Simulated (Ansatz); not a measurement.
# TiC2S2N2: the cost of one run

Method: reference: DFT PBE, plane waves, PAW, scalar-relativistic, no spin polarisation, in Ansatz 0.2.0.

1 further run of the same task is left out (it didn't finish).

### 1 The system as given

Symmetry: C2/m, No. 12, monoclinic system. Conventional cell: a = 10.597 Å, b = 3.650 Å, c = 6.215 Å, α = 90.00°, β = 107.51°, γ = 90.00°. Ti (site symmetry 2/m) is surrounded by 2 N at 1.99 Å and 4 S at 2.50 Å. N (site symmetry m) is surrounded by 1 C at 1.20 Å. C (site symmetry m) is surrounded by 1 N at 1.20 Å. S (site symmetry m) has 1 C at 1.60 Å as nearest neighbours.

Coordinates:

```cif
data_structure
_symmetry_space_group_name_H-M 'C2/m'
_symmetry_Int_Tables_number 12
_cell_length_a 10.5973
_cell_length_b 3.6500
_cell_length_c 6.2155
_cell_angle_alpha 90.000
_cell_angle_beta 107.509
_cell_angle_gamma 90.000
_cell_volume 229.27
loop_
_atom_site_label
_atom_site_type_symbol
_atom_site_symmetry_multiplicity
_atom_site_Wyckoff_symbol
_atom_site_fract_x
_atom_site_fract_y
_atom_site_fract_z
_atom_site_occupancy
Ti1 Ti 2 a 0.00000 0.00000 0.00000 1
N1 N 4 i 0.36750 0.50000 0.16990 1
C1 C 4 i 0.26330 0.50000 0.20860 1
S1 S 4 i 0.12220 0.50000 0.25430 1
```

### 2 Reference

input.yaml

```yaml
crystal:
  lattice:
    - [0.0, 3.64996512, 0.0]
    - [5.29862591, -1.82498256, 0.0]
    - [1.86995532, 0.0, -5.92749138]
  atoms:
    - { symbol: Ti, position: [0.0, 0.0, 0.0] }
    - { symbol: "N", position: [0.8675, 0.735, 0.8301] }
    - { symbol: "N", position: [0.1325, 0.265, 0.1699] }
    - { symbol: C, position: [0.7633, 0.5266, 0.7914] }
    - { symbol: C, position: [0.2367, 0.4734, 0.2086] }
    - { symbol: S, position: [0.6222, 0.2444, 0.7457] }
    - { symbol: S, position: [0.3778, 0.7556, 0.2543] }
  symmetry: { tolerance: 0.0003 }
kpoints:
  mp_grid: { grid: [5, 5, 3], shift: [0, 0, 0] }
magnetization:
  spin_polarized: false
scf:
  occupations: { method: gaussian, width: 0.1257 }
hamiltonian:
  pseudopotentials: { kind: paw }
  xc: pbe
basis:
  ecutwfc: 420
output:
  forces: true
  stress: true
  eigenvalues: true
```

Run with:

```console
> ansatz run input.yaml --threads 1 --pin off --max-ram 2560MiB --backend cpu --events-out ev --progress --plain --runs-dir out
```

What time and memory should one allow on 1 thread of AMD EPYC 9R45 (Zen 5), shared host?

About 2 s, with a peak of 0.53 GiB.
